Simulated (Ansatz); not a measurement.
**W3Se: a trial structure relaxed**

Aim: relax W3Se from this start, TiAl3 (D0_22) type (I4/mmm, No. 139), and see where it ends.

Method: DFT PBE, scalar-relativistic, plane waves, PAW, in Ansatz 0.2.0.

1 further run of the same task is left out (set aside as unsound or not needed).

## Step 1: Starting point

The structure is tetragonal, space group I4/mmm (No. 139). Conventional cell: a = 4.055 Å, b = 4.055 Å, c = 9.058 Å, α = 90.00°, β = 90.00°, γ = 90.00°. W (site symmetry 4/mmm) has 4 Se at 2.87 Å and 8 W at 3.04 Å as nearest neighbours. W (site symmetry -4m2) is surrounded by 8 W at 2.87 to 3.04 Å and 4 Se at 3.04 Å. Around Se (site symmetry 4/mmm) lie 12 W at 2.87 to 3.04 Å.

Coordinates:

```cif
data_structure
_symmetry_space_group_name_H-M 'I4/mmm'
_symmetry_Int_Tables_number 139
_cell_length_a 4.0552
_cell_length_b 4.0552
_cell_length_c 9.0584
_cell_angle_alpha 90.000
_cell_angle_beta 90.000
_cell_angle_gamma 90.000
_cell_volume 148.96
loop_
_atom_site_label
_atom_site_type_symbol
_atom_site_symmetry_multiplicity
_atom_site_Wyckoff_symbol
_atom_site_fract_x
_atom_site_fract_y
_atom_site_fract_z
_atom_site_occupancy
W1 W 2 b 0.50000 0.50000 0.00000 1
W2 W 4 d 0.50000 0.00000 0.25000 1
Se1 Se 2 a 0.00000 0.00000 0.00000 1
```

(A quick probe on a coarse mesh, which set the mesh and smearing, is not shown.)

## Step 3: Rough relaxation on the coarse mesh

File input.yaml:

```yaml
crystal:
  lattice:
    - [-2.0276079623, 2.0276079623, 4.5292022015]
    - [2.0276079623, -2.0276079623, 4.5292022015]
    - [2.0276079623, 2.0276079623, -4.5292022015]
  atoms:
    - { symbol: W, position: [0.5, 0.5, 0.0] }
    - { symbol: W, position: [0.25, 0.75, 0.5] }
    - { symbol: W, position: [0.75, 0.25, 0.5] }
    - { symbol: Se, position: [0.0, 0.0, 0.0] }
basis:
  ecutwfc: 420
kpoints:
  mp_grid: { grid: [6, 6, 6] }
hamiltonian:
  xc: pbe
scf:
  occupations: { method: gaussian, width: 0.1 }
  lower_state_search: "off"
output:
  forces: true
  stress: true
  eigenvalues: true
relax:
  adjacent_minimum: "off"
  f_tol: 0.04
  max_steps: 70
  cell: { stress_tol: 0.4 }
```

Launch:

```sh
ansatz run input.yaml --threads 1 --pin off --max-ram 2560MiB --backend cpu --events-out ev --progress --plain --runs-dir out
```

The session goes on with these runs: relaxing cell and atoms.

Before running it: what results should come out?

As calculated:

Formation energies count from the elements, computed with the same settings in runs not shown here.

```
                          quantity                                                                      value
               cell (conventional)  a = 3.767 Å, b = 3.767 Å, c = 9.158 Å, α = 90.00°, β = 90.00°, γ = 90.00°
                       space group                                                           I4/mmm (No. 139)
                            volume                                                              16.24 Å³/atom
                   gap on the mesh                                                               none (metal)
formation energy from the elements                                                             +0.793 eV/atom
```

The space group stayed I4/mmm, and from the first guess the volume went from 18.62 to 16.24 Å³/atom. The formation energy of +0.79 eV/atom is positive, so the elements lie lower than this structure; another structure of the compound can lie lower. The runs treat W without spin-orbit coupling.
